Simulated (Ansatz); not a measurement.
# wB97X/def2-TZVP run of C2H3Al (ethynylalumane)

Aim: the electronic atomisation energy of C2H3Al (ethynylalumane) at wB97X/def2-TZVP, from 4 runs. 

The results are computed with Ansatz 0.2.0.

37 further runs of the same task are left out: 1 that didn't finish, 36 set aside as unsound or not needed. Runs told in other sessions of the task aren't counted.

### 1 Starting point

The species is C2H3Al (6 atoms), meant as a singlet with charge 0. As SMILES, `C#[C][AlH2]`. The shape is that of a PBE0-D4/def2-TZVP optimisation.

Bond lengths: C1–C2 1.211 Å, C2–Al3 1.906 Å, C1–H4 1.067 Å, Al3–H5 1.580 Å, Al3–H6 1.580 Å. Angles: C1–C2–Al3 179.9°, C2–C1–H4 180.0°, C2–Al3–H5 118.8°, C2–Al3–H6 118.8°, H5–Al3–H6 122.4°.

### 2 The energy at wB97X/def2-TZVP

The input, run.yaml:

```yaml
crystal:
  periodic: [false, false, false]
  atoms:
    - symbol: C
      position_ang: [-0.792800, -1.637600, -0.298100]
    - symbol: C
      position_ang: [-0.266100, -0.564200, -0.106200]
    - symbol: Al
      position_ang: [0.564800, 1.124200, 0.195000]
    - symbol: H
      position_ang: [-1.257000, -2.583100, -0.467400]
    - symbol: H
      position_ang: [1.356700, 1.804700, -0.990500]
    - symbol: H
      position_ang: [0.436600, 1.792000, 1.621000]
basis:
  gaussian: {orbitals: def2-TZVP}
output: {orbitals: {seedname: orbitals}}
accuracy: high
hamiltonian: {xc: {name: wB97X}}
```

Started as:

```console
ansatz run run.yaml --threads 1 --pin off --max-ram 3480MiB --events-out events.jsonl --progress --plain --runs-dir runs
```

The log of the run:

```text
Warning: RAYON_NUM_THREADS=1 ignored (pool sized by the plan → 1); use --threads N
Functional definition: wB97X
  name "wB97X"
  parameter omega = 0.3/bohr
  parameter cx = 0.157706
  parameter cx1 = 0.726479
  parameter cx2 = 1.04760
  parameter cx3 = -5.70635
  parameter cx4 = 13.2794
  parameter css1 = -4.33879
  parameter css2 = 18.2308
  parameter css3 = -31.7430
  parameter css4 = 17.2901
  parameter cos1 = 2.37031
  parameter cos2 = -11.3995
  parameter cos3 = 6.58405
  parameter cos4 = -3.78132
  exchange = spin_sum(e_x_unif_sr(omega)*poly(b97_u_x, 1 - cx, cx1, cx2, cx3, cx4)) + cx*exact_x_sr(omega)
      + exact_x_lr(omega)
  correlation = spin_sum(e_c_pw_same_spin*poly(b97_u_same, 1, css1, css2, css3, css4))
      + integral(e_c_pw_opposite_spin*poly(b97_u_opposite, 1, cos1, cos2, cos3, cos4))
1904 factors; integrals over basis functions are off by at most 5.6e-9 eV
375 factors; integrals over basis functions are off by at most 1.3e-9 eV
mean field evaluation 1: about -8714.8056 eV, gradient 3.5e1 eV
mean field evaluation 2: about -8716.5575 eV, gradient 2.3e1 eV
mean field evaluation 4: about -8717.7763 eV, gradient 2.3e0 eV
mean field evaluation 8: about -8717.7843 eV, gradient 5.2e-2 eV
mean field evaluation 16: about -8717.7843 eV, gradient 1.2e-5 eV
mean field -8717.78433101 eV, -320.3726650381 hartree, gradient 9.1e-8 eV, S^2 0.000000; 0 other end points of the search recorded, 0 dependent functions left out
reference -8717.78432787 eV, -320.3726649227 hartree; 14, 14 occupied and 103, 103 virtual orbitals, 1904 factors
Total energy: -8717.78432787 eV, -320.3726649227 hartree
```

Wall time 23 s (1 thread of Intel Xeon Platinum 8259CL at 2.50GHz (Skylake/Cascade Lake), shared host); peak memory 0.5 GiB.

### 3 The Al atom at the same level

The input, molecule.yaml:

```yaml
crystal:
  periodic: [false, false, false]
  atoms:
    - {symbol: Al, position_ang: [0.000000, 0.000000, 0.000000]}
basis:
  gaussian:
    orbitals: def2-TZVP
total_charge: 0
magnetization:
  spin_polarized: true
  initial_magnetization: 1
hamiltonian:
  xc: {name: wB97X}
accuracy: high
```

Run the same way, it converges to -242.35118 Eh (log not shown).

### 4 The C atom

The input, input.yaml:

```yaml
crystal:
  periodic: [false, false, false]
  atoms:
    - {symbol: C, position_ang: [0.000000, 0.000000, 0.000000]}
basis:
  gaussian: {orbitals: def2-TZVP}
magnetization: {spin_polarized: true, initial_magnetization: 2}
hamiltonian: {xc: {name: wB97X}}
accuracy: high
```

Run the same way, it converges to -37.84598 Eh (log not shown).

### 5 The H atom

The input, run.yaml:

```yaml
crystal:
  periodic: [false, false, false]
  atoms:
    - {symbol: H, position_ang: [0.000000, 0.000000, 0.000000]}
basis:
  gaussian:
    orbitals: def2-TZVP
hamiltonian:
  xc: {name: wB97X}
accuracy: high
magnetization:
  spin_polarized: true
  initial_magnetization: 1
```

Run the same way, it converges to -0.50139 Eh (log not shown).

### 6 Outcome

At wB97X/def2-TZVP:

| quantity | value |
| --- | --- |
| molecule: total energy | -320.37266 Eh |
| molecule: HOMO energy | -10.45 eV |
| molecule: LUMO energy | 0.06 eV |
| molecule: HOMO–LUMO gap | 10.51 eV |
| Al atom: total energy | -242.35118 Eh |
| Al atom: ⟨S²⟩ | 0.755 |
| C atom: total energy | -37.84598 Eh |
| C atom: ⟨S²⟩ | 2.006 |
| H atom: total energy | -0.50139 Eh |
| H atom: ⟨S²⟩ | 0.750 |
| electronic atomisation energy | 22.459 eV |

In words: Taking the molecule apart into free atoms costs 22.46 eV (518 kcal/mol), before zero-point energy and without spin-orbit coupling.
